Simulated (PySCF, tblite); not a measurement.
# C₄H₉FO₂Si: geometry, infrared bands and NMR shifts

Aim: predict the infrared bands and NMR shifts of C₄H₉FO₂Si (`CCCOC(=O)[SiH2]F`).

Computed with tblite 0.8.0 and PySCF 2.14.0, with density-fitted response routines of our own, on a single molecule in the gas phase. Atoms are numbered from 0 throughout.

### Step 1. Starting geometry

17 atoms, charge 0, multiplicity 1; geometry from: force field or distance geometry start.

Bonds of the start (Å): C0–C1 1.51, C1–C2 1.51, C2–O3 1.40, O3–C4 1.39, C4–O5 1.26, C4–Si6 1.85, Si6–F7 1.69, C0–H8 1.09, C0–H9 1.13, C0–H10 1.10, C1–H11 1.12, C1–H12 1.08, C2–H13 1.11, C2–H14 1.12, Si6–H15 1.45, Si6–H16 1.47.

### Step 2. Relaxing the molecule with GFN2-xTB

What the job is given:

```
{"job": {"kind": "relax", "xc": "GFN2-xTB", "basis": "xTB"}, "charge": 0, "multiplicity": 1}
C     -1.915000     0.984500     0.455800
C     -1.641300    -0.171300    -0.484200
C     -0.736400    -1.194700     0.164000
O      0.523000    -0.719900     0.551500
C      1.346300    -0.206500    -0.447800
O      0.971300    -0.153500    -1.652500
Si     3.005000     0.396400     0.104100
F      3.962300    -0.950100     0.456000
H     -1.262100     1.846900     0.323700
H     -2.957800     1.333600     0.194600
H     -1.888000     0.654200     1.506300
H     -2.629100    -0.684100    -0.628100
H     -1.342700     0.137800    -1.479800
H     -0.552400    -2.044800    -0.530000
H     -1.321200    -1.626300     1.019600
H      3.650700     1.227000    -0.889100
H      2.780300     1.182900     1.326000
```

On the command line:

```
> OMP_NUM_THREADS=1 python probes_run.py task.json out
```

This one command runs all jobs of the session in turn.

**Question.** This job is followed by: GFN2-xTB harmonic vibrations, gas phase; GIAO PBE0/pcSseg-1 NMR shielding, non-relativistic, gas phase. What will the session give for the following? strongest single infrared mode (GFN2-xTB); zero-point energy (GFN2-xTB); 13C shifts against TMS (PBE0/pcSseg-1); 1H shifts against TMS (PBE0/pcSseg-1, means over atoms taken as alike); 17O shifts against H2O (PBE0/pcSseg-1); 29Si shifts against TMS (PBE0/pcSseg-1); 19F shifts against CFCl3 (PBE0/pcSseg-1).

As calculated:

| quantity | value |
| --- | --- |
| strongest single infrared mode (GFN2-xTB) | 1740 cm⁻¹, 303 km/mol |
| zero-point energy (GFN2-xTB) | 78.8 kcal/mol |
| 13C shifts against TMS (PBE0/pcSseg-1) | 183.5, 67.6, 27.0, 13.2 ppm |
| 1H shifts against TMS (PBE0/pcSseg-1, means over atoms taken as alike) | 5.18, 4.51, 1.63, 1.09 ppm |
| 17O shifts against H2O (PBE0/pcSseg-1) | 506.9, 242.7 ppm |
| 29Si shifts against TMS (PBE0/pcSseg-1) | -13.7 ppm |
| 19F shifts against CFCl3 (PBE0/pcSseg-1) | -235.3 ppm |

**Reading.** Over 100 steps the energy fell by 0.688 eV; of the close pairs, Si6–F7 changed most, 1.689 to 1.610 Å. No mode is imaginary among the 45: a minimum at this level. The strongest single mode, at 1740 cm⁻¹, moves mainly C4 and O5. Unscaled tight-binding wavenumbers are off by several per cent, some by more. Its intensities can rank the bands wrongly. At PBE0/pcSseg-1: Shielding is most anisotropic at O5 (span 822 ppm, paramagnetic term -574 ppm).
